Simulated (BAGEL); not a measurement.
**HF/STO-3G (density fitting with qzvpp-jkfit) run of SiHSBr (SMILES S[Si]Br)**

What is the vertical electron affinity of SiHSBr at HF/STO-3G (density fitting with qzvpp-jkfit)? 

Program for the calculation: BAGEL 1.2.2.

## 1. Starting point

SiHSBr has 4 atoms, charge 0, and is taken as a singlet. SMILES: `S[Si]Br`. Geometry: relaxed at PBE0-D4/def2-TZVP.

Bond lengths: S1–Si2 2.132 Å, Si2–Br3 2.258 Å, S1–H4 1.347 Å. Angles: S1–Si2–Br3 97.0°, Si2–S1–H4 93.1°.

## 2. A single-point energy at HF/STO-3G (density fitting with qzvpp-jkfit)

job.json reads:

```json
{ "bagel": [

{
  "title": "molecule",
  "basis": "sto-3g",
  "df_basis": "qzvpp-jkfit",
  "angstrom": true,
  "geometry": [
    { "atom": "S", "xyz": [      -0.100100,       0.958900,      -0.584700 ] },
    { "atom": "Si", "xyz": [      -0.298800,      -0.908900,       0.423800 ] },
    { "atom": "Br", "xyz": [       1.856500,      -1.105400,       1.067300 ] },
    { "atom": "H", "xyz": [      -1.402100,       0.995100,      -0.926700 ] }
  ]
},

{ "title": "hf" },

{ "title": "print", "file": "orbitals.molden", "orbitals": true }

]}
```

Run with:

```sh
$ BAGEL_NUM_THREADS=1 BAGEL job.json > job.out
```

The log of the run:

```text
* using 1 threads per process

  ===============================================================
  ===============================================================

  *** Geometry ***

  { "atom" : "S", "xyz" : [     -0.189162,      1.812058,     -1.104923 ] },
  { "atom" : "Si", "xyz" : [     -0.564650,     -1.717572,      0.800866 ] },
  { "atom" : "Br", "xyz" : [      3.508277,     -2.088903,      2.016905 ] },
  { "atom" : "H", "xyz" : [     -2.649585,      1.880466,     -1.751209 ] },

  Number of auxiliary basis functions:      540

  Since a DF basis is specified, we compute 2- and 3-index integrals:
    o Being stored without compression. Storage requirement is 0.006 GB

  Number of basis functions:       37
  Number of electrons      :       66

    * METHOD: MOLECULE                             0.21

  *** RHF ***

  === Nuclear Repulsion ===
   273.9404626208

      * DIIS with orbital gradients will be used.

  === RHF iteration (sto-3g) ===
      0      -3223.99038118          0.00954043           0.05
      1      -3224.05058060          0.00353436           0.05
      2      -3224.05800513          0.00045779           0.05
      3      -3224.05832112          0.00016253           0.05
      4      -3224.05837113          0.00003586           0.05
      5      -3224.05837315          0.00000760           0.05
      6      -3224.05837325          0.00000178           0.05
      7      -3224.05837325          0.00000033           0.05
      8      -3224.05837325          0.00000010           0.05
      9      -3224.05837325          0.00000002           0.05
     10      -3224.05837325          0.00000001           0.05
    * SCF iteration converged.

    * Permanent dipole moment:
           (    1.196268,     0.089331,     0.244830) a.u.

    * METHOD: HF                                   0.67

    * METHOD: PRINT                                0.00

  ===============================================================
```

Run time: 1.1 s. Hardware: 1 thread of Arm Neoverse V2, shared host.

## 3. The doublet anion, same level

calc.json reads:

```json
{ "bagel" : [

{
  "title" : "molecule",
  "basis" : "sto-3g",
  "df_basis" : "qzvpp-jkfit",
  "angstrom" : true,
  "geometry" : [
    { "atom" : "S", "xyz" : [   -0.100100,    0.958900,   -0.584700 ] },
    { "atom" : "Si", "xyz" : [   -0.298800,   -0.908900,    0.423800 ] },
    { "atom" : "Br", "xyz" : [    1.856500,   -1.105400,    1.067300 ] },
    { "atom" : "H", "xyz" : [   -1.402100,    0.995100,   -0.926700 ] }
  ]
},
{ "title" : "uhf", "charge" : -1, "nopen" : 1 },
{ "title" : "print", "file" : "orbitals.molden", "orbitals" : true }

]}
```

Run with:

```sh
$ BAGEL_NUM_THREADS=1 BAGEL calc.json > calc.out
```

The log of the run:

```text
* using 1 threads per process

  ===============================================================
  ===============================================================

  *** Geometry ***

  { "atom" : "S", "xyz" : [     -0.189162,      1.812058,     -1.104923 ] },
  { "atom" : "Si", "xyz" : [     -0.564650,     -1.717572,      0.800866 ] },
  { "atom" : "Br", "xyz" : [      3.508277,     -2.088903,      2.016905 ] },
  { "atom" : "H", "xyz" : [     -2.649585,      1.880466,     -1.751209 ] },

  Number of auxiliary basis functions:      540

  Since a DF basis is specified, we compute 2- and 3-index integrals:
    o Being stored without compression. Storage requirement is 0.006 GB

  Number of basis functions:       37
  Number of electrons      :       66

    * METHOD: MOLECULE                             0.22

  *** Open-shell HF ***

  === Nuclear Repulsion ===
   273.9404626208

      * DIIS with orbital gradients will be used.

  === UHF iteration (sto-3g) ===
      0      -3223.87614135          0.01265297           0.10
      1      -3223.90529668          0.00188019           0.10
      2      -3223.90651748          0.00056901           0.10
      3      -3223.90669381          0.00015652           0.10
      4      -3223.90672051          0.00003781           0.10
      5      -3223.90672392          0.00000499           0.10
      6      -3223.90672442          0.00000098           0.10
      7      -3223.90672456          0.00000050           0.10
      8      -3223.90672463          0.00000020           0.10
      9      -3223.90672464          0.00000004           0.10
     10      -3223.90672464          0.00000001           0.10
     11      -3223.90672464          0.00000000           0.10
    * SCF iteration converged.

    * S^2 (UHF) is 0.7547

    * Permanent dipole moment:
           (   -0.299520,     0.123792,    -0.144058) a.u.

    * METHOD: UHF                                  1.35

    * METHOD: PRINT                                0.00

  ===============================================================
```

Run time: 1.7 s. Hardware: 1 thread of Arm Neoverse V2, shared host.

## 4. Summary of results

At HF/STO-3G (density fitting with qzvpp-jkfit):

| quantity | value |
| --- | --- |
| singlet SiHSBr: total energy | -3224.05837 Eh |
| singlet SiHSBr: dipole moment | 3.11 D |
| singlet SiHSBr: HOMO energy | -6.41 eV |
| singlet SiHSBr: LUMO energy | 5.00 eV |
| singlet SiHSBr: HOMO–LUMO gap | 11.41 eV |
| doublet anion: total energy | -3223.90672 Eh |
| doublet anion: ⟨S²⟩ | 0.755 |
| vertical electron affinity (to the doublet anion) | -4.127 eV |

The anion lies 4.13 eV (95 kcal/mol) above the neutral: the electron isn't bound at this level, and such a value depends on the basis. Without diffuse functions anions come out too high. Hartree–Fock misses the correlation that binds many anions. In a minimal basis such a difference can be off by several eV, whatever the method.
